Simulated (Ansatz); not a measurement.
# Ta2Sn: the cost of one run

Program: Ansatz 0.2.0. Level of theory: DFT PBE, scalar-relativistic, plane waves, PAW. These are calculated values, not measurements.

2 further runs of the same task are left out: 1 that didn't finish, 1 set aside as unsound or not needed.

### Step 1. The starting structure

The structure is cubic, space group Fd-3m (No. 227). Conventional cell: a = 7.962 Å, b = 7.962 Å, c = 7.962 Å, α = 90.00°, β = 90.00°, γ = 90.00°. Ta (site symmetry -3m) has 6 Ta at 2.81 Å and 6 Sn at 3.30 Å in its first shell of neighbours. Sn (site symmetry -43m) has 12 Ta at 3.30 Å and 4 Sn at 3.45 Å in its first shell of neighbours.

Structure file:

```xyz
6
Lattice="0.0000 3.9810 3.9810 3.9810 0.0000 3.9810 3.9810 3.9810 0.0000" Properties=species:S:1:pos:R:3 pbc="T T T"
Ta    0.9952    0.9952    0.9952
Ta    0.9952    2.9857    2.9857
Ta    2.9857    2.9857    0.9952
Ta    2.9857    0.9952    2.9857
Sn    3.9810    3.9810    3.9810
Sn    5.9714    5.9714    5.9714
```

A structure generator made this guess: species swapped into a database cell of YbFe2 (Fd-3m, No. 227), with Sn on the Yb sites and Ta on the Fe sites. The dimensions are guesses.

### Step 2. A first look at the guess

Contents of input.yaml:

```yaml
crystal:
  lattice:
    - [0.0, 3.98095445, 3.98095445]
    - [3.98095445, 0.0, 3.98095445]
    - [3.98095445, 3.98095445, 0.0]
  atoms:
    - { symbol: Ta, position: [0.125, 0.125, 0.125] }
    - { symbol: Ta, position: [0.625, 0.125, 0.125] }
    - { symbol: Ta, position: [0.125, 0.125, 0.625] }
    - { symbol: Ta, position: [0.125, 0.625, 0.125] }
    - { symbol: Sn, position: [0.5, 0.5, 0.5] }
    - { symbol: Sn, position: [0.75, 0.75, 0.75] }
basis:
  ecutwfc: 420
kpoints:
  mp_grid: { grid: [4, 4, 4] }
hamiltonian:
  xc: pbe
scf:
  occupations: { method: gaussian, width: 0.1 }
  lower_state_search: "off"
output:
  forces: true
  stress: true
  eigenvalues: true
```

On the command line:

```console
> ansatz run input.yaml --threads 1 --pin off --max-ram 2560MiB --backend cpu --events-out ev --progress --plain --runs-dir out
```

**Question.** How long does this run take on 1 thread of Intel Xeon at 2.50GHz (Skylake/Cascade Lake), shared host, and how much memory does it need?

About 6.5 s, with a peak of 0.41 GiB.
